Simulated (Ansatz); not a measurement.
Runs of Ansatz 0.2.0 on Hf2Pd2Se2Br2O3. The typed cell holds 11 atoms: a = 5.761 Å, b = 5.870 Å, c = 6.872 Å, α = 96.27°, β = 102.51°, γ = 95.11°. The cell was built by a generator and needn't be a form met in nature.

```tsv
task	level	potentials or basis	cell	k mesh	cutoff (eV)	basis error allowed	mesh quality	gap on the mesh (eV)	pressure (GPa)	relaxed volume (Å³/atom)	largest force (eV/Å)
relaxation of cell and atoms	PBE+D3(BJ)	all-electron PAW datasets made for the crystal	relaxed	3 × 3 × 2	-	-	coarse	(c)	0.0	(a)	0.01
band structure	LDA	all-electron LAPW, scalar-relativistic	as given	4 × 4 × 3	420	0.002 eV/atom	not flagged	0.17	-7.2	-	0.55
band structure	PBE	all-electron LAPW, scalar-relativistic	as given	4 × 4 × 3	420	0.002 eV/atom	not flagged	0.22	0.0	-	0.01
single point	PBE	all-electron LAPW, scalar-relativistic	atoms moved at random, drawn with an rms of 0.05 Å	5 × 5 × 4	431	0.002 eV/atom	not flagged	0.18	-0.2	-	0.67
band structure	RPBE	all-electron LAPW, scalar-relativistic	as given	4 × 4 × 3	420	0.002 eV/atom	not flagged	0.25	2.8	-	0.14
relaxation of cell and atoms	PBE+D4	all-electron PAW datasets made for the crystal	relaxed	3 × 3 × 2	-	-	coarse	(b)	0.0	19.85	0.02
```

Alike in all rows: no spin polarisation; smearing fermi-dirac 0.05 eV.

Problem. Estimate the missing entries.

Solution. (a) 19.64; (b) 0.32; (c) 0.26.

Caveats: some runs use coarse meshes; spin-orbit coupling is left out, which moves the levels of the heavy elements; an odd mesh through Γ misses points on the zone boundary, where band edges often lie (some runs).

A k mesh can miss the band edges, and the runs leave out spin-orbit coupling on Br, Hf, Pd, Se.

The runs don't all hold the same shells in valence.
